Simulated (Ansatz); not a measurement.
**GaAsH₂ (triplet): from Hartree-Fock to the top rungs, cc-pVTZ**

An exercise on one series of results from a longer session: the logs are not shown, and one member is left open.

Computed with Ansatz 0.2.0, Gaussian basis. Level: cc-pVTZ, core rule «outside noble gas», up to 28 orbitals frozen.

The runs, in order: UHF; CCSD(T) on ROHF; CCSD(T) on UHF; BCCD(T) on ROHF; CCSDT(Q) on ROHF; CCSDT(Q) on UHF.

16 further runs of the same task are left out: 10 for a known fault of the program, 6 set aside as unsound or not needed. Runs told in other sessions of the task aren't counted.

## What is computed

The geometry is a PBE0/def2-TZVP stationary point (not a proven minimum). No spin-orbit coupling is included. The filled d shell of Ga, As may be among the frozen orbitals whatever the setting's name suggests.

4 atoms, charge 0, spin multiplicity 3.

Atoms are counted from 1 here; the program's logs count them from 0.

Bond lengths: Ga1–As2 2.482 Å, Ga1–H4 1.607 Å, As2–H3 1.532 Å. Angles: As2–Ga1–H4 120.5°, Ga1–As2–H3 90.2°.

Set-up of the first run:

in.yaml

```yaml
crystal:
  periodic: [false, false, false]
  atoms:
    - {symbol: Ga, position_ang: [0.000000, 0.032957, 1.279135]}
    - {symbol: As, position_ang: [0.000000, 0.007896, -1.202706]}
    - {symbol: H, position_ang: [0.000000, -1.523797, -1.192496]}
    - {symbol: H, position_ang: [0.000000, -1.342833, 2.108760]}
basis:
  gaussian: {orbitals: cc-pVTZ}
magnetization: {spin_polarized: true, initial_magnetization: 2}
hamiltonian: {xc: hf}
output: {orbitals: {seedname: orbitals}}
```

Command:

```
> ansatz run in.yaml --threads 1 --pin off --events-out ev --progress --plain --max-ram 2816MiB --backend cpu
```

Steps of the session up to this table: UHF; CCSD(T) on ROHF; CCSD(T) on UHF; BCCD(T) on ROHF; CCSDT(Q) on ROHF; CCSDT(Q) on UHF.

One of the session's tables, all rows but one given; the rest of the session is left out.

```
   method  from UCCSDT(Q) (meV)
     ROHF               +5933.0
      UHF               +5772.0
     RMP2               +1133.2
     UMP2               +1148.2
    RCCSD                +272.0
    UCCSD                +257.0
 RCCSD(T)                 +54.3
 UCCSD(T)                 +45.3
  BCCD(T)                 +54.0
   RCCSDT                 +20.4
   UCCSDT                 +10.0
RCCSDT(Q)                     ?
UCCSDT(Q)                     0
```

Q: Estimate the row for RCCSDT(Q) from the others.

The run gave: from UCCSDT(Q) (meV): +10.4. In the column «from UCCSDT(Q) (meV)» it lies between UCCSDT (+10.0) and RCCSDT (+20.4).

With the free atoms at the same levels and basis (separate runs), the atomisation energy is 6.531 eV at UCCSDT(Q), 6.525 eV at RCCSD(T), 6.511 eV at UCCSD(T), 4.442 eV at ROHF.

Caveats from the session: Restricted and unrestricted rows rest on different reference determinants; a gap between their highest levels can come from leftover correlation error, from unlike frozen cores or from another state.
